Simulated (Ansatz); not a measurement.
**ZnHS radical (SMILES [S][ZnH]): single points off equilibrium**

The task here is to estimate one member of a computed series from the others.

The runs use Ansatz 0.2.0, Gaussian basis; single points in def2-TZVPP.

Cores are frozen in the correlated methods. The 3s and 3p shells of Cu and Zn are frozen; filled d shells are correlated. Orbitals are unrestricted.

## The system as given

SMILES `[S][ZnH]`, 3 atoms, charge 0, spin multiplicity 2.

Atoms are counted from 1 here; the program's logs count them from 0.

Bond lengths: S1–Zn2 2.157 Å, Zn2–H3 1.623 Å. Angles: S1–Zn2–H3 174.4°.

Geometry (Å):

```xyz
3

S    -1.70610    0.49110   -0.82690
Zn    0.15300   -0.13790    0.06750
H     1.52510   -0.50320    0.85370
```

The first run:

The input, run/in.yaml:

```yaml
crystal:
  periodic: [false, false, false]
  atoms:
    - {symbol: S, position_ang: [-1.706100, 0.491100, -0.826900]}
    - {symbol: Zn, position_ang: [0.153000, -0.137900, 0.067500]}
    - {symbol: H, position_ang: [1.525100, -0.503200, 0.853700]}
basis:
  gaussian: {orbitals: def2-TZVPP}
magnetization: {spin_polarized: true, initial_magnetization: 1}
correlation: {method: ccsd_t, frozen_orbitals: {H: 0, S: 5, Zn: 9}}
scf: {omitted_lower_state_checks: [cluster_reference]}
output: {forces: true}
```

The command line of these runs was not kept.

Among the steps run: CCSD(T)/def2-TZVPP; PBE0-D4/def2-TZVPP; wB97M-V/def2-TZVPP; r2SCAN-D4/def2-TZVPP; PBE-D4/def2-TZVPP; BHLYP-D4/def2-TZVPP; LC-wPBE/def2-TZVPP.

One of the session's tables, all rows but one given; the rest of the session is left out.

| method | RMS force component (eV/Å) | angle to CCSD(T) forces (°) | dipole (D) |
| --- | --- | --- | --- |
| CCSD(T) | 0.664 | reference | 0.91 |
| PBE0-D4 | 0.585 | 4.2 | 0.93 |
| wB97M-V | 0.620 | 5.9 | 0.93 |
| r2SCAN-D4 | 0.607 | 11.5 | 0.90 |
| PBE-D4 | ? | ? | ? |
| BHLYP-D4 | 0.643 | 1.9 | 0.99 |
| LC-wPBE | 0.609 | 19.0 | 1.05 |

Estimate the missing values for PBE-D4.

**Answer.** RMS force component (eV/Å): 0.571; angle to CCSD(T) forces (°): 2.8; dipole (D): 0.82. In the column «RMS force component (eV/Å)» it is the lowest.
